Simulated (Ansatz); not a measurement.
**GeNH2 (quartet): wave-function methods side by side at distance Ge1–N2 = 2.315 Å, cc-pVDZ**

The task here is to estimate one member of a computed series from the others.

The runs use Ansatz 0.2.0, Gaussian basis; cc-pVDZ, core rule «outside noble gas», up to 15 orbitals frozen.

The runs, in order: UHF; CCSD(T) on ROHF; CCSD(T) on UHF; BCCD(T) on ROHF; CISD; CCSDT(Q) on ROHF; CCSDT(Q) on UHF; CASSCF and MRCISD+Q, 5 electrons in 5 orbitals; CASSCF and NEVPT2, 5 electrons in 5 orbitals; CASSCF and MRCISD+Q, 11 electrons in 10 orbitals; CASSCF and NEVPT2, 11 electrons in 10 orbitals.

31 further runs of the same task are left out: 6 for a known fault of the program, 18 that didn't finish, 7 set aside as unsound or not needed.

**What is computed**

The geometry derives from a PBE0/def2-TZVP stationary point (not a proven minimum). One bond is set to the value named and the two fragments are kept rigid. No spin-orbit coupling is included. The filled d shell of Ge may be among the frozen orbitals whatever the setting's name suggests; the logs give the count.

4 atoms, charge 0, spin multiplicity 4.

Atoms are counted from 1 here; the program's logs count them from 0.

Bond lengths: Ge1–N2 2.315 Å, N2–H3 1.021 Å, N2–H4 1.021 Å. Angles: Ge1–N2–H3 125.6°, Ge1–N2–H4 125.6°, H3–N2–H4 108.9°.

Geometry (Å):

```xyz
4
GeH2N
Ge    0.0000    0.0000    0.4319
N     0.0000    0.0000   -1.8834
H     0.0000    0.8309   -2.4773
H     0.0000   -0.8309   -2.4773
```

The first run:

File in.yaml:

```yaml
crystal:
  periodic: [false, false, false]
  atoms:
    - {symbol: Ge, position_ang: [0.000000, 0.000000, 0.431903]}
    - {symbol: N, position_ang: [0.000000, 0.000000, -1.883353]}
    - {symbol: H, position_ang: [0.000000, 0.830871, -2.477269]}
    - {symbol: H, position_ang: [0.000000, -0.830871, -2.477269]}
basis:
  gaussian: {orbitals: cc-pVDZ}
magnetization: {spin_polarized: true, initial_magnetization: 3}
hamiltonian: {xc: hf}
output: {orbitals: {seedname: orbitals}}
```

Command:

```console
> ansatz run in.yaml --threads 1 --pin off --events-out ev --progress --plain --max-ram 2393MiB
```

Steps of the session up to this table: UHF; CCSD(T) on ROHF; CCSD(T) on UHF; BCCD(T) on ROHF; CISD; CCSDT(Q) on ROHF; CCSDT(Q) on UHF; CASSCF and MRCISD+Q, 5 electrons in 5 orbitals; CASSCF and NEVPT2, 5 electrons in 5 orbitals; CASSCF and MRCISD+Q, 11 electrons in 10 orbitals; CASSCF and NEVPT2, 11 electrons in 10 orbitals.

One of the session's tables, all rows but one given; the rest of the session is left out.

| method | from UCCSDT(Q) (kcal/mol) |
| --- | --- |
| ROHF | +148.54 |
| UHF | +143.07 |
| RMP2 | +24.25 |
| UMP2 | ? |
| CISD | +13.49 |
| RCCSD | +3.79 |
| UCCSD | +3.54 |
| RCCSD(T) | +0.90 |
| UCCSD(T) | +0.71 |
| BCCD(T) | +0.90 |
| RCCSDT | +0.41 |
| UCCSDT | +0.21 |
| RCCSDT(Q) | +0.20 |
| UCCSDT(Q) | 0 |
| CASSCF valence | +102.27 |
| NEVPT2 valence | +25.75 |
| MRCISD valence | +7.58 |
| MRCISD+Q valence | +0.73 |

**Question.** Estimate the row for UMP2.

As computed: from UCCSDT(Q) (kcal/mol): +24.41. In the column «from UCCSDT(Q) (kcal/mol)» it lies between RMP2 (+24.25) and NEVPT2 valence (+25.75).

Not comparable, so not listed: CASSCF and NEVPT2, 5 electrons in 5 orbitals (they don't share determinant, frozen orbitals or solution with the rows shown, or repeat one).

To keep in mind: Left out of the table: CASSCF pair, MRCISD pair, MRCISD+Q pair (the active space lost an orbital or holds another state than full CI finds). Restricted and unrestricted rows rest on different reference determinants; where their highest levels disagree by more than a few hundredths of an eV, they describe different states and don't form one ladder. Warnings in the runs' records: passed over end.
